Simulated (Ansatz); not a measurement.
# Ba4Ti4AsO11: the cost of one run

Computed with Ansatz 0.2.0 (DFT, PBE, plane-wave PAW, default files, scalar-relativistic, unless a step's input says otherwise).

### Step 1. The starting structure

The structure is tetragonal, space group I4/mmm (No. 139). The conventional cell has a = 8.012 Å, b = 8.012 Å, c = 8.012 Å, α = 90.00°, β = 90.00°, γ = 90.00°. Ba (site symmetry m2m) has 1 As at 2.83 Å and 11 O at 2.83 Å as nearest neighbours. Ti (site symmetry 4mm) is surrounded by 1 As at 2.00 Å and 5 O at 2.00 Å. Ti (site symmetry -4m2) has 6 O at 2.00 Å as nearest neighbours. As (site symmetry 4/mmm) has 2 Ti at 2.00 Å and 4 Ba at 2.83 Å as nearest neighbours. O (site symmetry mmm) has 2 Ti at 2.00 Å and 4 Ba at 2.83 Å as nearest neighbours. O (site symmetry 4/mmm) is surrounded by 2 Ti at 2.00 Å and 4 Ba at 2.83 Å. Around O (site symmetry m) lie 2 Ti at 2.00 Å and 4 Ba at 2.83 Å.

Structure file:

```
Ba Ti As O
1.0
    -4.00600    4.00600    4.00600
     4.00600   -4.00600    4.00600
     4.00600    4.00600   -4.00600
Ba Ti As O
4 4 1 11
Direct
  0.50000 0.50000 0.50000
  0.00000 0.00000 0.50000
  0.00000 0.50000 0.00000
  0.50000 0.00000 0.00000
  0.00000 0.00000 0.00000
  0.50000 0.50000 0.00000
  0.50000 0.00000 0.50000
  0.00000 0.50000 0.50000
  0.00000 0.25000 0.25000
  0.50000 0.75000 0.25000
  0.50000 0.25000 0.75000
  0.00000 0.75000 0.75000
  0.25000 0.00000 0.25000
  0.75000 0.50000 0.25000
  0.75000 0.00000 0.75000
  0.25000 0.50000 0.75000
  0.25000 0.25000 0.00000
  0.75000 0.75000 0.00000
  0.75000 0.25000 0.50000
  0.25000 0.75000 0.50000
```

Atom 9 of the input is the impurity.

### Step 2. Single point at the given positions

The input, input.yaml:

```yaml
crystal:
  lattice:
    - [-4.006, 4.006, 4.006]
    - [4.006, -4.006, 4.006]
    - [4.006, 4.006, -4.006]
  atoms:
    - { symbol: Ba, position: [0.5, 0.5, 0.5] }
    - { symbol: Ba, position: [0.0, 0.0, 0.5] }
    - { symbol: Ba, position: [0.0, 0.5, 0.0] }
    - { symbol: Ba, position: [0.5, 0.0, 0.0] }
    - { symbol: Ti, position: [0.0, 0.0, 0.0] }
    - { symbol: Ti, position: [0.5, 0.5, 0.0] }
    - { symbol: Ti, position: [0.5, 0.0, 0.5] }
    - { symbol: Ti, position: [0.0, 0.5, 0.5] }
    - { symbol: As, position: [0.0, 0.25, 0.25] }
    - { symbol: O, position: [0.5, 0.75, 0.25] }
    - { symbol: O, position: [0.5, 0.25, 0.75] }
    - { symbol: O, position: [0.0, 0.75, 0.75] }
    - { symbol: O, position: [0.25, 0.0, 0.25] }
    - { symbol: O, position: [0.75, 0.5, 0.25] }
    - { symbol: O, position: [0.75, 0.0, 0.75] }
    - { symbol: O, position: [0.25, 0.5, 0.75] }
    - { symbol: O, position: [0.25, 0.25, 0.0] }
    - { symbol: O, position: [0.75, 0.75, 0.0] }
    - { symbol: O, position: [0.75, 0.25, 0.5] }
    - { symbol: O, position: [0.25, 0.75, 0.5] }
total_charge: -1
kpoints:
  mp_grid: { grid: [3, 3, 3] }
scf:
  occupations: { method: fermi_dirac, width: 0.01 }
hamiltonian:
  xc: pbe
  pseudopotentials: { kind: paw }
output:
  forces: true
  stress: true
  populations: true
  efg:
    quadrupole_moments_barn: { Ba: 0.236, Ti: 0.247, As: 0.311, O: -0.02558 }
    contact_densities: true
  write_density: true
  write_potential: true
  elf: true
  volumetric_format: npy
```

Command:

```console
> ansatz run input.yaml --threads 1 --pin off --max-ram 3072MiB --backend cpu --events-out ev --progress --plain --runs-dir out
```

What time and memory should one allow on 1 thread of Arm Neoverse V2, shared host?

About 22 s, with a peak of 0.75 GiB.
